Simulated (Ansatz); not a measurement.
# YNi4B: densities and their differences

Aim: see in YNi4B how the density differs from that of free atoms, which states sit where, how expansion changes the bonding charge and how the density follows a moved atom. The geometry is as listed and is not relaxed.

Computed with Ansatz 0.2.0 (DFT PBEsol, scalar-relativistic, plane waves, PAW, unless a step's input says otherwise).

**1. Starting point**

Symmetry: P6/mmm, No. 191, hexagonal system. Conventional cell: a = 4.498 Å, b = 4.498 Å, c = 6.942 Å, α = 90.00°, β = 90.00°, γ = 120.00°. Around Y (site symmetry 6/mmm) lie 6 Ni at 2.60 Å. Y (site symmetry 6/mmm) is surrounded by 6 B at 2.60 Å and 12 Ni at 2.68 Å. Ni (site symmetry -6m2) has 9 Ni at 2.40 to 2.60 Å and 3 Y at 2.60 Å as nearest neighbours. Ni (site symmetry 2mm) has 2 B at 1.95 Å as nearest neighbours. B (site symmetry -6m2) is surrounded by 6 Ni at 1.95 Å and 3 Y at 2.60 Å.

As a file:

```
Y Ni B
1.0
     4.49770    0.00000    0.00000
    -2.24885    3.89512    0.00000
     0.00000    0.00000    6.94200
Y Ni B
2 8 2
Direct
  0.00000 0.00000 0.00000
  0.00000 0.00000 0.50000
  0.33333 0.66667 0.00000
  0.66667 0.33333 0.00000
  0.50000 0.00000 0.29000
  0.50000 0.50000 0.29000
  0.00000 0.50000 0.29000
  0.00000 0.50000 0.71000
  0.50000 0.50000 0.71000
  0.50000 0.00000 0.71000
  0.33333 0.66667 0.50000
  0.66667 0.33333 0.50000
```

The structure comes from the Crystallography Open Database.

**2. Self-consistent density**

Contents of input.yaml:

```yaml
crystal:
  lattice:
    - [4.4977, 0.0, 0.0]
    - [-2.24885, 3.8951224586, 0.0]
    - [0.0, 0.0, 6.942]
  atoms:
    - { symbol: "Y", position: [0.0, 0.0, 0.0] }
    - { symbol: "Y", position: [0.0, 0.0, 0.5] }
    - { symbol: Ni, position: [0.3333333333, 0.6666666667, 0.0], spin: 2.0 }
    - { symbol: Ni, position: [0.6666666667, 0.3333333333, 0.0], spin: 2.0 }
    - { symbol: Ni, position: [0.5, 0.0, 0.29], spin: 2.0 }
    - { symbol: Ni, position: [0.5, 0.5, 0.29], spin: 2.0 }
    - { symbol: Ni, position: [0.0, 0.5, 0.29], spin: 2.0 }
    - { symbol: Ni, position: [0.0, 0.5, 0.71], spin: 2.0 }
    - { symbol: Ni, position: [0.5, 0.5, 0.71], spin: 2.0 }
    - { symbol: Ni, position: [0.5, 0.0, 0.71], spin: 2.0 }
    - { symbol: B, position: [0.3333333333, 0.6666666667, 0.5] }
    - { symbol: B, position: [0.6666666667, 0.3333333333, 0.5] }
magnetization:
  spin_polarized: true
basis:
  ecutwfc: 420
  fft_grid_basis: typed
kpoints:
  mp_grid: { grid: [9, 9, 6] }
hamiltonian:
  xc: pbesol
  pseudopotentials: { kind: paw }
scf:
  occupations: { method: gaussian, width: 0.05 }
output:
  forces: true
  stress: true
  eigenvalues: true
  bader: true
  write_density: true
  volumetric_format: npy
  populations: true
  elf: true
```

On the command line:

```
$ ansatz run input.yaml --threads 4 --pin off --max-ram 8192MiB --backend cpu --events-out ev --progress --plain --runs-dir out
```

**4. Densities by energy window**

The windows are set from the levels of the base run, in eV from its Fermi level.

Contents of input.yaml:

```yaml
crystal:
  lattice:
    - [4.4977, 0.0, 0.0]
    - [-2.24885, 3.8951224586, 0.0]
    - [0.0, 0.0, 6.942]
  atoms:
    - { symbol: "Y", position: [0.0, 0.0, 0.0] }
    - { symbol: "Y", position: [0.0, 0.0, 0.5] }
    - { symbol: Ni, position: [0.3333333333, 0.6666666667, 0.0] }
    - { symbol: Ni, position: [0.6666666667, 0.3333333333, 0.0] }
    - { symbol: Ni, position: [0.5, 0.0, 0.29] }
    - { symbol: Ni, position: [0.5, 0.5, 0.29] }
    - { symbol: Ni, position: [0.0, 0.5, 0.29] }
    - { symbol: Ni, position: [0.0, 0.5, 0.71] }
    - { symbol: Ni, position: [0.5, 0.5, 0.71] }
    - { symbol: Ni, position: [0.5, 0.0, 0.71] }
    - { symbol: B, position: [0.3333333333, 0.6666666667, 0.5] }
    - { symbol: B, position: [0.6666666667, 0.3333333333, 0.5] }
magnetization:
  spin_polarized: true
basis:
  ecutwfc: 420
  fft_grid_basis: typed
kpoints:
  mp_grid: { grid: [9, 9, 6] }
hamiltonian:
  xc: pbesol
  pseudopotentials: { kind: paw }
scf:
  occupations: { method: gaussian, width: 0.05 }
  n_extra_bands: 14
output:
  forces: true
  stress: false
  eigenvalues: true
  bader: false
  write_density: false
  volumetric_format: npy
  populations: true
  band_densities:
    - { e_range: [-0.25, 0.25] }
    - { e_range: [-1.2, 0.0] }
    - { e_range: [0.0, 1.2] }
    - { e_range: [-11.67, -7.77] }
    - { e_range: [-7.77, -3.88] }
    - { e_range: [-21.78, -21.18] }
  dos:
    e_range: [-30, 8]
    de: 0.02
    method: { smearing: { sigma: 0.03, scheme: gaussian } }
    projected: { site_lists: { B: [B], Ni: [Ni], "Y": ["Y"] } }
checkpoint:
  read: start.run
  write: ck
  compress: false
  write_wavefunctions: false
  write_every: 100000
```

**5. The cell at 112 % of its volume**

Fractional coordinates and the k mesh are kept.

Contents of input.yaml:

```yaml
crystal:
  lattice:
    - [4.6708561444, 0.0, 0.0]
    - [-2.3354280722, 4.0450800785, 0.0]
    - [0.0, 0.0, 7.209258811]
  atoms:
    - { symbol: "Y", position: [0.0, 0.0, 0.0] }
    - { symbol: "Y", position: [0.0, 0.0, 0.5] }
    - { symbol: Ni, position: [0.3333333333, 0.6666666667, 0.0] }
    - { symbol: Ni, position: [0.6666666667, 0.3333333333, 0.0] }
    - { symbol: Ni, position: [0.5, 0.0, 0.29] }
    - { symbol: Ni, position: [0.5, 0.5, 0.29] }
    - { symbol: Ni, position: [0.0, 0.5, 0.29] }
    - { symbol: Ni, position: [0.0, 0.5, 0.71] }
    - { symbol: Ni, position: [0.5, 0.5, 0.71] }
    - { symbol: Ni, position: [0.5, 0.0, 0.71] }
    - { symbol: B, position: [0.3333333333, 0.6666666667, 0.5] }
    - { symbol: B, position: [0.6666666667, 0.3333333333, 0.5] }
magnetization:
  spin_polarized: true
basis:
  ecutwfc: 420
  fft_grid_basis: typed
kpoints:
  mp_grid: { grid: [9, 9, 6] }
hamiltonian:
  xc: pbesol
  pseudopotentials: { kind: paw }
scf:
  occupations: { method: gaussian, width: 0.05 }
output:
  forces: true
  stress: true
  eigenvalues: true
  bader: true
  write_density: true
  volumetric_format: npy
  populations: true
  elf: true
```

**6. Moving Ni4 by 0.05 Å**

The shift is (0.000, 0.000, 0.050) Å; all periodic copies of the atom move with it.

Contents of input.yaml:

```yaml
crystal:
  lattice:
    - [4.4977, 0.0, 0.0]
    - [-2.24885, 3.8951224586, 0.0]
    - [0.0, 0.0, 6.942]
  atoms:
    - { symbol: "Y", position: [0.0, 0.0, 0.0] }
    - { symbol: "Y", position: [0.0, 0.0, 0.5] }
    - { symbol: Ni, position: [0.3333333333, 0.6666666667, 0.0] }
    - { symbol: Ni, position: [0.6666666667, 0.3333333333, 0.0072025353] }
    - { symbol: Ni, position: [0.5, 0.0, 0.29] }
    - { symbol: Ni, position: [0.5, 0.5, 0.29] }
    - { symbol: Ni, position: [0.0, 0.5, 0.29] }
    - { symbol: Ni, position: [0.0, 0.5, 0.71] }
    - { symbol: Ni, position: [0.5, 0.5, 0.71] }
    - { symbol: Ni, position: [0.5, 0.0, 0.71] }
    - { symbol: B, position: [0.3333333333, 0.6666666667, 0.5] }
    - { symbol: B, position: [0.6666666667, 0.3333333333, 0.5] }
magnetization:
  spin_polarized: true
basis:
  ecutwfc: 420
  fft_grid_basis: typed
kpoints:
  mp_grid: { grid: [9, 9, 6] }
hamiltonian:
  xc: pbesol
  pseudopotentials: { kind: paw }
scf:
  occupations: { method: gaussian, width: 0.05 }
output:
  forces: true
  stress: true
  eigenvalues: true
  bader: true
  write_density: true
  volumetric_format: npy
  populations: true
```

(Steps that only read results are left out.)

**Question.** What will these runs give? Wanted: gap on the mesh; pressure; Bader charges; the states at the Fermi level; at 112 % volume; stiffness against the shift of Ni4.

The runs gave:

| quantity | value |
| --- | --- |
| gap on the mesh | none (metal) |
| pressure | 45.0 GPa |
| Bader charges | Y +1.48 to +1.51, Ni -0.36 to -0.32, B -0.16 e |
| the states at the Fermi level | Ni 3d (65 %), Y 4d (15 %) and B 2p (10 %) |
| at 112 % volume | 11.5 GPa, gap none (metal), Bader Y +1.55 to +1.58, Ni -0.39 to -0.31, B -0.23 e |
| stiffness against the shift of Ni4 | 16.5 eV/Å² |

In words: B–Ni goes from 1.95 to 2.03 Å with the volume, and the deformation density at its midpoint from +0.08 to +0.07 e/Å³.
